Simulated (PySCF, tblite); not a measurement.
# C₂₆H₁₀: electronic excitations, NMR shifts

Aim: compute the electronic excitations, NMR shifts of C₂₆H₁₀.

Computed with tblite 0.8.0 and PySCF 2.14.0 and routines of our own; the level stands in each step. Atoms count from 0.

## 1. The system as given

36 atoms, charge 0, multiplicity 1; geometry from: force field, distance geometry or constructed start.

## 2. Relaxing the molecule with GFN2-xTB

Job settings and geometry (Å):

```
{"job": {"kind": "relax", "xc": "GFN2-xTB", "basis": "xTB"}, "charge": 0, "multiplicity": 1}
C      2.013600    -0.314500    -0.039100
C      1.716400    -0.887000    -1.313800
C      1.258400     0.144200    -2.164300
C      1.250800     1.367700    -1.431600
C      1.718300     1.078400    -0.107300
C      1.140000     1.746600     1.005300
C      0.861200     1.024800     2.197900
C      1.153900    -0.366900     2.276000
C      1.724800    -1.040000     1.154000
C      1.139400    -2.336900     1.077100
C      0.870500    -2.922700    -0.195300
C      1.139300    -2.191100    -1.383200
C      0.113700    -2.459600    -2.327500
C     -0.347300    -1.424900    -3.193100
C      0.207800    -0.114200    -3.097500
C     -0.821800     0.840000    -3.303200
C     -0.821100     2.057900    -2.569200
C      0.205500     2.307900    -1.621000
C     -0.356900     2.993900    -0.501900
C      0.099900     2.693700     0.813600
C     -0.820000     2.574900     1.895300
C     -0.358700     1.525800     2.740300
C     -1.268200     0.646300     3.388100
C     -0.986500    -0.754700     3.453200
C      0.220600    -1.254200     2.887800
C      0.225900    -2.480500     2.162100
H      0.462100    -3.927800    -0.254300
H     -0.313100    -3.460100    -2.400700
H     -1.140700    -1.628800    -3.914400
H     -1.611500     0.639400    -4.028400
H     -1.608000     2.791400    -2.732000
H     -1.135100     3.743900    -0.657100
H     -1.710700     3.179400     2.049800
H     -2.195800     1.028000     3.811700
H     -1.685800    -1.427300     3.934100
H     -0.347500    -3.370700     2.393600
```

The run is started by

```bash
$ OMP_NUM_THREADS=2 python large_run.py task.json out
```

The driver reads the jobs from task.json and runs them one after another.

The log of the run:

```text
step      E/eV     max force
  0   -1649.32970    3.453
  1   -1650.28712    1.660
  2   -1650.62472    0.919
  3   -1650.97208    0.647
  4   -1651.02639    0.452
  5   -1651.06271    0.339
  6   -1651.09784    0.304
  7   -1651.12859    0.311
  8   -1651.15344    0.262
  9   -1651.18311    0.328
 10   -1651.22134    0.406
 11   -1651.26433    0.410
 12   -1651.29852    0.351
 13   -1651.32361    0.338
 14   -1651.34719    0.295
 15   -1651.36963    0.266
 16   -1651.39218    0.222
 17   -1651.41162    0.181
 18   -1651.42516    0.186
 19   -1651.43494    0.175
 20   -1651.44441    0.151
 21   -1651.45452    0.166
 22   -1651.46391    0.163
 23   -1651.47169    0.175
 24   -1651.47917    0.197
 25   -1651.48829    0.211
 26   -1651.49912    0.181
 27   -1651.50937    0.194
 28   -1651.51737    0.147
 29   -1651.52342    0.125
 30   -1651.52921    0.131
 31   -1651.53626    0.129
 32   -1651.54526    0.175
 33   -1651.55634    0.207
 34   -1651.56794    0.176
 35   -1651.57734    0.124
 36   -1651.58366    0.124
 37   -1651.58778    0.127
 38   -1651.59127    0.101
 39   -1651.59479    0.089
 40   -1651.59749    0.068
 41   -1651.59889    0.051
 42   -1651.59950    0.036
 43   -1651.59986    0.034
 44   -1651.60020    0.032
 45   -1651.60050    0.026
 46   -1651.60073    0.023
 47   -1651.60091    0.019
```

It took 1.2 s on 2 threads of Arm Neoverse V1, shared host; peak memory 0.16 GiB.

Along the way:

| step | energy from step 0 (eV) | largest force (eV/Å) |
| --- | --- | --- |
| 0 | 0.0000 | 3.4531 |
| 1 | -0.9574 | 1.6600 |
| 2 | -1.2950 | 0.9198 |
| 3 | -1.6424 | 0.6471 |
| 4 | -1.6967 | 0.4521 |
| 5 | -1.7330 | 0.3400 |
| 6 | -1.7681 | 0.3040 |
| 7 | -1.7989 | 0.3107 |
| 8 | -1.8237 | 0.2627 |
| 11 | -1.9346 | 0.4093 |
| 14 | -2.0175 | 0.2954 |
| 17 | -2.0819 | 0.1813 |
| 20 | -2.1147 | 0.1510 |
| 23 | -2.1420 | 0.1756 |
| 27 | -2.1797 | 0.1941 |
| 30 | -2.1995 | 0.1310 |
| 33 | -2.2266 | 0.2064 |
| 36 | -2.2540 | 0.1235 |
| 39 | -2.2651 | 0.0894 |
| 43 | -2.2702 | 0.0339 |
| 44 | -2.2705 | 0.0330 |
| 45 | -2.2708 | 0.0264 |
| 46 | -2.2710 | 0.0229 |
| 47 | -2.2712 | 0.0195 |

Distances of close pairs at the start and the end, largest changes first:

```
   bond  before (Å)  after (Å)  change (Å)
C22–C23       1.431      1.365      -0.065
  C6–C7       1.424      1.362      -0.062
C12–C13       1.426      1.368      -0.058
C15–C16       1.422      1.368      -0.054
  C0–C8       1.426      1.376      -0.050
C24–C25       1.425      1.380      -0.045
 C2–C14       1.429      1.384      -0.045
  C4–C5       1.421      1.376      -0.045
```

The end geometry stands in the next job.

## 3. Electronic excitations: TDA B3LYP/6-31G*

Job settings and geometry (Å):

```
{"job": {"kind": "uv", "basis": "6-31G*", "grid": 1, "kgrid": 0, "vcut": 1.5, "nstates": 6, "ntriplets": 2, "tda": true, "delta": ["ip_vertical"], "pop": true, "xc": "B3LYP"}, "charge": 0, "multiplicity": 1}
C      1.834222    -0.353246    -0.044591
C      1.485975    -0.938652    -1.291825
C      1.035725     0.102688    -2.151360
C      1.017502     1.317734    -1.410225
C      1.543522     1.047151    -0.118050
C      0.971850     1.686686     0.957989
C      0.733597     0.962818     2.156500
C      1.010248    -0.369157     2.226583
C      1.541205    -1.055351     1.102133
C      0.952984    -2.360224     1.066917
C      0.743748    -2.960840    -0.164041
C      0.943382    -2.222831    -1.375149
C      0.271897    -2.503058    -2.613201
C     -0.085057    -1.513385    -3.487254
C      0.157414    -0.134439    -3.194197
C     -0.606741     0.997626    -3.618959
C     -0.689928     2.130323    -2.856714
C      0.011575     2.265478    -1.610961
C     -0.490186     2.981119    -0.476345
C     -0.085325     2.639988     0.804168
C     -0.851387     2.590824     2.051169
C     -0.418475     1.530105     2.820421
C     -1.012409     0.689675     3.827952
C     -0.735590    -0.645207     3.897699
C      0.164393    -1.277389     2.967968
C      0.204624    -2.494375     2.318418
H      0.201537    -3.895364    -0.227551
H     -0.053649    -3.516607    -2.803395
H     -0.671777    -1.765575    -4.359221
H     -1.227305     0.906696    -4.499073
H     -1.386933     2.906595    -3.141209
H     -1.357227     3.612245    -0.622439
H     -1.732802     3.182110     2.227547
H     -1.772374     1.104293     4.475229
H     -1.281985    -1.260374     4.598670
H     -0.372799    -3.366225     2.571375
```

Method: TDA B3LYP/6-31G*, vertical, gas phase, core orbitals frozen in the response, virtual orbitals cut by energy.

The log of the run:

```text
start: PBE on a coarse grid of 32075 points
cycle   1  E = -995.5920724487  dE =  5.363e+00  |g| = 7.505e-01  |ddm| = 7.458e+00
cycle   2  E = -995.4943848025  dE =  9.769e-02  |g| = 9.715e-01  |ddm| = 2.365e+00
cycle   3  E = -995.7112027289  dE = -2.168e-01  |g| = 3.955e-01  |ddm| = 1.768e+00
cycle   4  E = -995.7537419440  dE = -4.254e-02  |g| = 1.289e-01  |ddm| = 6.218e-01
cycle   5  E = -995.7579834597  dE = -4.242e-03  |g| = 5.184e-02  |ddm| = 2.274e-01
cycle   6  E = -995.7587003636  dE = -7.169e-04  |g| = 2.659e-02  |ddm| = 9.891e-02
cycle   7  E = -995.7588887006  dE = -1.883e-04  |g| = 1.215e-02  |ddm| = 4.148e-02
cycle   8  E = -995.7589230248  dE = -3.432e-05  |g| = 4.640e-03  |ddm| = 1.725e-02
final grid: 142490 points
cycle   9  E = -996.6698615675  dE = -8.371e-03  |g| = 2.111e-02  |ddm| = 4.262e-01
cycle  10  E = -996.6698431438  dE =  1.842e-05  |g| = 2.540e-02  |ddm| = 8.025e-02
cycle  11  E = -996.6699752116  dE = -1.321e-04  |g| = 1.450e-02  |ddm| = 4.692e-02
cycle  12  E = -996.6700348233  dE = -5.961e-05  |g| = 3.588e-03  |ddm| = 2.176e-02
cycle  13  E = -996.6700408542  dE = -6.031e-06  |g| = 2.311e-03  |ddm| = 6.667e-03
cycle  14  E = -996.6700418342  dE = -9.800e-07  |g| = 7.516e-04  |ddm| = 3.523e-03
cycle  15  E = -996.6700439212  dE = -2.087e-06  |g| = 3.635e-04  |ddm| = 1.298e-03
cycle  16  E = -996.6700413521  dE =  2.569e-06  |g| = 1.086e-04  |ddm| = 5.561e-04
cycle  17  E = -996.6700428183  dE = -1.466e-06  |g| = 3.748e-05  |ddm| = 2.010e-04
converged SCF energy = -996.6700428183
Vertical ionisation energy (delta-SCF) = 6.4376 eV   <S^2> = 0.772

Static polarisability (au): isotropic 267.117, principal 129.594 322.094 349.664

Singlet excitations
state   eV       nm        f      main configurations
  1   1.8793    659.7   0.03085   H->L 0.91
  2   2.4911    497.7   0.00747   H-1->L 0.90
  3   2.7871    444.9   0.02381   H->L+1 0.73, H-3->L 0.16
  4   2.8019    442.5   0.00193   H-2->L 0.95
  5   3.2316    383.7   0.06469   H-3->L 0.60, H-2->L+1 0.18, H->L+1 0.12
  6   3.2843    377.5   0.00000   H-1->L+1 0.83, H-4->L 0.13

Triplet excitations (Tamm-Dancoff, eV): 1.1379 1.9984
```

Run time: 2 min. Hardware: 2 threads of Arm Neoverse V1, shared host; peak memory 1.5 GiB.

Frontier orbitals and where they lie:

```csv
orbital,eV,atoms
HOMO−4,-6.67,"C2 13 %, C25 10 %, C20 10 %"
HOMO−3,-6.32,"C18 14 %, C10 14 %, C5 10 %"
HOMO−2,-6.19,"C6 11 %, C7 11 %, C0 9 %"
HOMO−1,-5.76,"C3 10 %, C1 10 %, C15 9 %"
HOMO,-5.02,"C25 14 %, C20 14 %, C14 7 %"
LUMO,-2.67,"C25 15 %, C20 15 %, C6 8 %"
LUMO+1,-1.76,"C18 11 %, C10 11 %, C5 8 %"
LUMO+2,-0.96,"C22 10 %, C23 10 %, C13 10 %"
LUMO+3,-0.06,"C17 14 %, C11 14 %, C14 13 %"
```

With each of the 6 states as a Gaussian band of 0.4 eV half-width at 1/e, the curve within the window shown has maxima at 652 nm (ε 1,300), 392 nm (ε 3,000) L/(mol cm). Beyond the last state computed it falls off for lack of states. The curve at chosen wavelengths:

```csv
nm,ε (L/mol/cm)
346,1224
371,2581
396,2983
421,2548
446,1963
471,1478
496,1128
520,941
545,905
570,986
595,1116
620,1229
645,1284
670,1270
695,1196
720,1079
745,941
770,797
795,661
819,543
844,437
869,348
894,275
919,216
944,169
969,132
```

Further results of this job:

```csv
property,computed
dipole moment (D),3.22
polarisability (Å³),39.58
HOMO–LUMO gap (eV),2.34
−ε(HOMO) (eV),5.02
```

## 4. NMR shifts: GIAO KT3/pcSseg-1

Settings changed since step 3:

```diff
@@ -1,2 +1,2 @@
-{"job": {"kind": "uv", "basis": "6-31G*", "grid": 1, "kgrid": 0, "vcut": 1.5, "nstates": 6, "ntriplets": 2, "tda": true, "delta": ["ip_vertical"], "pop": true, "xc": "B3LYP"}, "charge": 0, "multiplicity": 1}
+{"job": {"kind": "nmr", "xc": "KT3", "basis": "pcSseg-1", "pop": false}, "charge": 0, "multiplicity": 1}
 C      1.834222    -0.353246    -0.044591
```

Level: GIAO KT3/pcSseg-1 NMR shielding, non-relativistic, gas phase.

The log of the run:

```text
start: PBE on a coarse grid of 32075 points
cycle   1  E = -994.9971162709  dE =  5.324e+00  |g| = 7.298e-01  |ddm| = 7.273e+00
cycle   2  E = -994.8854262930  dE =  1.117e-01  |g| = 9.840e-01  |ddm| = 2.245e+00
cycle   3  E = -995.1047460126  dE = -2.193e-01  |g| = 3.912e-01  |ddm| = 1.721e+00
cycle   4  E = -995.1452726271  dE = -4.053e-02  |g| = 1.300e-01  |ddm| = 5.845e-01
cycle   5  E = -995.1495401538  dE = -4.268e-03  |g| = 4.857e-02  |ddm| = 2.254e-01
cycle   6  E = -995.1501064490  dE = -5.663e-04  |g| = 2.730e-02  |ddm| = 9.239e-02
cycle   7  E = -995.1503075757  dE = -2.011e-04  |g| = 1.202e-02  |ddm| = 4.101e-02
cycle   8  E = -995.1503416644  dE = -3.409e-05  |g| = 4.568e-03  |ddm| = 1.595e-02
final grid: 302088 points
cycle   9  E = -1013.2787564961  dE = -5.859e-02  |g| = 3.162e-02  |ddm| = 1.153e+00
cycle  10  E = -1013.2778662202  dE =  8.903e-04  |g| = 6.176e-02  |ddm| = 1.253e-01
cycle  11  E = -1013.2786867047  dE = -8.205e-04  |g| = 3.122e-02  |ddm| = 1.044e-01
cycle  12  E = -1013.2789536091  dE = -2.669e-04  |g| = 1.363e-02  |ddm| = 5.150e-02
cycle  13  E = -1013.2789882458  dE = -3.464e-05  |g| = 9.194e-03  |ddm| = 2.609e-02
cycle  14  E = -1013.2790160489  dE = -2.780e-05  |g| = 2.809e-03  |ddm| = 1.361e-02
cycle  15  E = -1013.2790178800  dE = -1.831e-06  |g| = 6.542e-04  |ddm| = 4.169e-03
cycle  16  E = -1013.2790163761  dE =  1.504e-06  |g| = 2.957e-04  |ddm| = 1.179e-03
cycle  17  E = -1013.2790196537  dE = -3.278e-06  |g| = 6.641e-05  |ddm| = 4.493e-04
converged SCF energy = -1013.2790196537

GIAO shielding tensors (ppm)
atom      isotropic    diamagn.    paramagn.     s11        s22        s33       span
  0 C       44.046     270.286    -226.240    -40.787      2.319    170.607    211.395
  1 C       58.449     267.434    -208.985    -12.050     15.411    171.987    184.037
  2 C       56.584     269.096    -212.513    -28.642     41.961    156.432    185.074
  3 C       58.468     267.416    -208.949    -12.051     15.427    172.027    184.078
  4 C       44.047     270.272    -226.226    -40.785      2.304    170.621    211.405
  5 C       34.968     267.963    -232.995    -28.093    -23.311    156.310    184.403
  6 C       46.018     270.232    -224.214    -22.063     15.141    144.975    167.038
  7 C       46.025     270.207    -224.183    -22.064     15.144    144.993    167.057
  8 C       34.991     267.977    -232.986    -28.030    -23.303    156.305    184.334
  9 C       44.162     269.719    -225.556    -21.026     13.638    139.874    160.900
 10 C       59.337     255.005    -195.667    -18.938     42.458    154.492    173.430
 11 C       53.775     266.965    -213.191     -5.109      3.381    163.052    168.161
 12 C       64.034     254.355    -190.321    -24.412     63.829    152.685    177.097
 13 C       63.900     252.789    -188.888    -19.041     55.658    155.084    174.124
 14 C       64.684     265.039    -200.355      7.170      7.880    179.001    171.831
 15 C       63.903     252.784    -188.881    -19.043     55.661    155.092    174.136
 16 C       64.039     254.353    -190.313    -24.421     63.839    152.700    177.120
 17 C       53.770     266.950    -213.180     -5.098      3.368    163.041    168.139
 18 C       59.311     254.997    -195.686    -18.999     42.448    154.484    173.483
 19 C       44.178     269.718    -225.540    -21.007     13.664    139.875    160.882
 20 C       70.885     253.840    -182.955     21.049     57.356    134.249    113.200
 21 C       58.174     269.879    -211.705    -14.834     33.990    155.366    170.200
 22 C       67.217     251.055    -183.838    -13.899     57.766    157.785    171.684
 23 C       67.213     251.042    -183.829    -13.903     57.753    157.788    171.691
 24 C       58.175     269.883    -211.707    -14.815     33.966    155.376    170.191
 25 C       70.850     253.845    -182.995     21.024     57.289    134.237    113.213
 26 H       24.859      36.715     -11.855     20.472     26.106     28.000      7.528
 27 H       24.947      32.370      -7.423     21.018     26.094     27.730      6.711
 28 H       24.906      31.895      -6.989     20.910     26.475     27.333      6.423
 29 H       24.907      31.900      -6.992     20.912     26.474     27.336      6.424
 30 H       24.947      32.371      -7.424     21.019     26.094     27.729      6.709
 31 H       24.858      36.709     -11.851     20.472     26.103     27.998      7.526
 32 H       26.100      36.458     -10.358     23.160     27.081     28.059      4.899
 33 H       25.118      30.174      -5.056     21.591     26.456     27.306      5.715
 34 H       25.119      30.174      -5.056     21.591     26.456     27.309      5.718
 35 H       26.099      36.458     -10.359     23.160     27.082     28.054      4.894
```

Run time: 47 s. Hardware: 2 threads of Arm Neoverse V1, shared host; peak memory 1.2 GiB.

The references, computed at this level on geometries of the same kind, shield at (ppm): ¹H TMS 31.76, ¹³C TMS 184.7. Their shielding less the atom's gives the shift. The references are single molecules in the gas phase. Atoms listed in one row are averaged.

```csv
atoms,environment,σ (ppm),δ (ppm)
"C5, C8",carbon bonded to 3 C,35.0,149.7
"C0, C4",carbon bonded to 3 C,44.0,140.6
"C9, C19",carbon bonded to 3 C,44.2,140.5
"C6, C7",carbon bonded to 3 C,46.0,138.7
"C11, C17",carbon bonded to 3 C,53.8,130.9
C2,carbon bonded to 3 C,56.6,128.1
"C21, C24",carbon bonded to 3 C,58.2,126.5
"C1, C3",carbon bonded to 3 C,58.5,126.2
"C10, C18","carbon bonded to 2 C, H",59.3,125.4
"C13, C15","carbon bonded to 2 C, H",63.9,120.8
"C12, C16","carbon bonded to 2 C, H",64.0,120.7
C14,carbon bonded to 3 C,64.7,120.0
"C22, C23","carbon bonded to 2 C, H",67.2,117.5
"C20, C25","carbon bonded to 2 C, H",70.9,113.8
"H26, H31",hydrogen on a carbon bonded to 2 C,24.86,6.90
"H28, H29",hydrogen on a carbon bonded to 2 C,24.91,6.85
"H27, H30",hydrogen on a carbon bonded to 2 C,24.95,6.81
"H33, H34",hydrogen on a carbon bonded to 2 C,25.12,6.64
"H32, H35",hydrogen on a carbon bonded to 2 C,26.10,5.66
```

Ring of atoms C0, C1, C2, C3, C4: NICS(0) 12.5, NICS(1) 0.8, NICS(1)zz 19.8 ppm (means of both faces; NICS(1) differs between them: 5.4 and -3.8).

The two faces differ (NICS(1)zz 16.8 and 22.9 ppm, in the same order).

Ring of atoms C0, C1, C8, C9, C10, C11: NICS(0) -4.9, NICS(1) -7.7, NICS(1)zz -10.6 ppm (means of both faces; NICS(1) differs between them: -2.9 and -12.5).

The two faces differ (NICS(1)zz -6.2 and -15.0 ppm, in the same order).

Ring of atoms C0, C4, C5, C6, C7, C8: NICS(0) -4.3, NICS(1) -7.5, NICS(1)zz -8.9 ppm (means of both faces; NICS(1) differs between them: -1.4 and -13.6).

The two faces differ (NICS(1)zz -2.6 and -15.2 ppm, in the same order).

## 5. Outcome

| quantity | value |
| --- | --- |
| lowest singlet (B3LYP/6-31G*) | 1.88 eV (660 nm), f = 0.031 |
| brightest single state of those computed | state 5, 3.23 eV, f = 0.065 |
| lowest triplet | 1.14 eV |
| vertical ionisation energy (ΔSCF) | 6.44 eV |
| ¹³C shifts against TMS (KT3/pcSseg-1, means over atoms taken as alike) | 149.7, 140.6, 140.5, 138.7, 130.9, 128.1, 126.5, 126.2, 125.4, 120.8, 120.7, 120.0, 117.5, 113.8 ppm |
| ¹H shifts against TMS (KT3/pcSseg-1, means over atoms taken as alike) | 6.90, 6.85, 6.81, 6.64, 5.66 ppm |

What this shows: The lowest singlet, at 1.88 eV, is HOMO→LUMO 0.91 and is weak; of the 6 states computed, the strongest absorption comes from state 5 at 3.23 eV. State 1 absorbs in the visible (660 nm). The lowest triplet lies 0.74 eV below the lowest singlet. The orbital energy would give 5.02 eV for ionisation, ΔSCF gives 6.44 eV. At KT3/pcSseg-1: The largest span, 211 ppm, is at C0, C4, where the paramagnetic term is -226 ppm. NICS(1)zz of 20 ppm above the planar ring from C0 marks a paratropic (antiaromatic) ring current.
